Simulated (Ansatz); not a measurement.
Below is the output of a Python script on Ansatz 0.2.0 through its Python package that makes a comparison of functionals at one structure of PtSe2, space group P-3m1. Write a script that gives it. Settings (first run): RPBE, PAW, the default cutoff (420 eV here), 7×7×5 k-points, Fermi-Dirac smearing of 0.1 eV. The script varies functional: rpbe, blyp, lda, revpbe.

```xyz
3
Lattice="3.7240 0.0000 0.0000 -1.8620 3.2251 0.0000 0.0000 0.0000 5.0620" Properties=species:S:1:pos:R:3 pbc="T T T"
Pt    0.0000    0.0000    0.0000
Se    0.0000    2.1501    1.2655
Se    1.8620    1.0750    3.7965
```

```console
$ python xc_ptse2.py
DeckWarning: basis.ecutwfc = 420 eV, auto-derived from the records' recommended cutoffs: set by Pt (normal level)
DeckWarning: output.stress: scf.convergence.dr2_threshold = 1e-6 eV is looser than the 3e-10 eV advised for a printed stress (1e-10 eV for each atom of the cell: 3). What an SCF threshold leaves in a stress goes as its square root, and in the free energy as [...]
  functional   F/atom (eV)    iterations       P (GPa)      k-points
        rpbe   -7829.32360             6         9.816            32
        blyp   -7836.72971             6        14.626            32
         lda   -7670.92029             6        -0.465            32
      revpbe   -7826.85746             6         9.109            32
```
(Warnings from the package without file and line, shortened.)

One script that gives this output:

`xc_ptse2.py`:
```python
"""Functional comparison for PtSe2 (totals differ with the potentials too)."""

import ansatz as az

SMEARING = "Fermi-Dirac"
SCF_TOL = 1e-06
MAX_SCF = 200
KSPACING = 0.29

structure = (
    az.Lattice.of((3.724, 0.0, 0.0), (-1.862, 3.225079, 0.0), (0.0, 0.0, 5.062))
    .atom("Pt", (0.0, 0.0, 0.0))
    .atom("Se", (1 / 3, 2 / 3, 0.25))
    .atom("Se", (2 / 3, 1 / 3, 0.75))
)

job = (
    structure.calculation()
    .occupations(SMEARING)
    .scf(tolerance=SCF_TOL, max_iterations=MAX_SCF)
    .kpoints(spacing=KSPACING)  # sampling of the Brillouin zone
    .stress()  # GPa
)

rows = []
for value in ["rpbe", "blyp", "lda", "revpbe"]:
    summary = job.functional(value).run(threads=1).report
    rows.append((value, summary["free_energy_ev"] / len(summary["lattice"]["sites"]), summary["n_iterations"], sum(summary["stress_gpa"][i][i] for i in range(3)) / 3, summary["n_kpoints"]))

print("  functional   F/atom (eV)    iterations       P (GPa)      k-points")
for row in rows:
    print(f"{str(row[0]):>12s}  {row[1]:12.5f}  {row[2]:12d}  {row[3]:12.3f}  {row[4]:12d}")
```

From lowest to highest: LDA (-0.5 GPa), revPBE (9.1 GPa), RPBE (9.8 GPa) and BLYP (14.6 GPa). At a fixed cell a lower pressure usually means a smaller equilibrium volume, so LDA prefers the smallest cell and BLYP the largest.

Spin is left out of this run. BLYP can be off by several per cent in the lattices of metals, and by several GPa in the pressure at a fixed cell. The mesh is modest for a metal, so energies can be off by several to tens of meV an atom and pressures by half a GPa or more; differences at equal mesh fare better. Of the deposited cell: the entry's cell lengths or inner coordinates differ somewhat from later room-temperature determinations. Pressure is positive in compression. Spin-orbit coupling, which matters for elements this heavy, is left out. The structure is a deposited one; some such entries were measured under pressure or heat, so a shift against it needn't be the functional's error alone. Total energies of different functionals can't be compared; pressures, moments and gaps at this one structure can. The whole script took 10 s on 1 thread of Arm Neoverse V2 (shared host), peak memory 0.41 GiB.
